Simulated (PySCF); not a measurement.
# C₇H₈BF: electronic excitations

Wanted: the electronic excitations of C₇H₈BF (`F/C1=C/C/C=C\C=C/B1`), by calculation.

Computed with PySCF 2.14.0, with density-fitted response routines of our own, on a single molecule in the gas phase. Atoms count from 0, in the outputs and in this text.

### Step 1. The molecule as given

17 atoms, charge 0, multiplicity 1; geometry from: GFN2-xTB.

Bonds of the start (Å): F0–C1 1.37, C1–C2 1.34, C2–C3 1.49, C3–C4 1.50, C4–C5 1.34, C5–C6 1.44, C6–C7 1.35, C7–B8 1.54, B8–C1 1.54, C2–H9 1.08, C3–H10 1.09, C3–H11 1.09, C4–H12 1.08, C5–H13 1.08, C6–H14 1.09, C7–H15 1.09, B8–H16 1.17.

### Step 2. Ultraviolet spectrum: B3LYP/def2-SVPD

What the job is given:

```
{"job": {"kind": "uv", "xc": "B3LYP", "basis": "def2-SVPD", "nstates": 8, "ntriplets": 3}, "charge": 0, "multiplicity": 1}
F     -0.392827     2.907689    -1.019310
C     -0.230083     1.733112    -0.330252
C     -1.371027     1.097239    -0.029598
C     -1.391074    -0.205295     0.697344
C     -1.064770    -1.205509    -0.366958
C      0.175847    -1.622872    -0.630373
C      1.379773    -1.228299     0.058061
C      1.772570     0.007973     0.441285
B      1.222793     1.392634     0.063653
H     -2.317451     1.500155    -0.367720
H     -0.628183    -0.226190     1.476027
H     -2.372600    -0.397145     1.128735
H     -1.894200    -1.585471    -0.946906
H      0.309936    -2.402648    -1.371250
H      2.064912    -2.057156     0.222446
H      2.739395     0.023399     0.939089
H      1.989991     2.280415     0.025819
```

Level: TDDFT B3LYP/def2-SVPD, vertical, gas phase, core orbitals frozen in the response.

On the command line:

```bash
$ OMP_NUM_THREADS=1 python probes_run.py task.json out
```

One launch serves the whole session: the jobs run in the order shown.

Predict these results of the whole session: lowest singlet (B3LYP/def2-SVPD); brightest single state of those computed; lowest triplet; surface potential, 1st and 99th percentile.

The runs gave:

| quantity | value |
| --- | --- |
| lowest singlet (B3LYP/def2-SVPD) | 4.01 eV (309 nm), f = 0.072 |
| brightest single state of those computed | state 6, 5.90 eV, f = 0.261 |
| lowest triplet | 2.96 eV |
| surface potential, 1st and 99th percentile | -1.20 V and 1.02 V |

**Reading.** The lowest singlet, at 4.01 eV, is HOMO→LUMO 0.91 and is bright; of the 8 states computed, the strongest absorption comes from state 6 at 5.90 eV. The lowest triplet lies 1.05 eV below the lowest singlet (triplets in Tamm-Dancoff, singlets in full TDDFT). At B3LYP/def2-SVPD, counted by nearest atom on the grid, the HOMO lies on C1, C4, C5 about 16 % each; C2, C7 about 11 % each, the LUMO on B8 29 %; C2, C6 about 16 % each.
